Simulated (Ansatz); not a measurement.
The system is HfIn4SiO6.

```
Hf In Si O
1.0
     2.71585   -4.70357    0.00833
     2.71585    4.70357    0.00833
    -1.87915    0.00000    7.40127
Hf In Si O
1 4 1 6
Direct
  0.78835 0.21165 0.00000
  0.62175 0.37825 0.50000
  0.45502 0.54498 0.00000
  0.28407 0.71593 0.50000
  0.95814 0.04186 0.50000
  0.12168 0.87832 0.00000
  0.06219 0.11415 0.86666
  0.88585 0.93781 0.13334
  0.79490 0.53784 0.86663
  0.46216 0.20510 0.13337
  0.15352 0.62879 0.13333
  0.37121 0.84648 0.86667
```

The cell was built by a generator and needn't be a form met in nature.

Program: Ansatz 0.2.0. Alike in all runs: task band structure; potentials or basis Ansatz PAW; no spin polarisation; cell as given; k mesh 6 × 6 × 4; cutoff (eV) 420; smearing fermi-dirac 0.05 eV.

Q: Order these runs on this cell by their pressure, lowest first.
A. level revPBE
B. level BLYP
C. level PBE

A: C (0.0 GPa), A (2.3 GPa), B (4.2 GPa).

Caveats: the PAW data sets come from PBE, with cores solved anew for the run's functional, which leaves a small shift of forces and pressure (some runs).
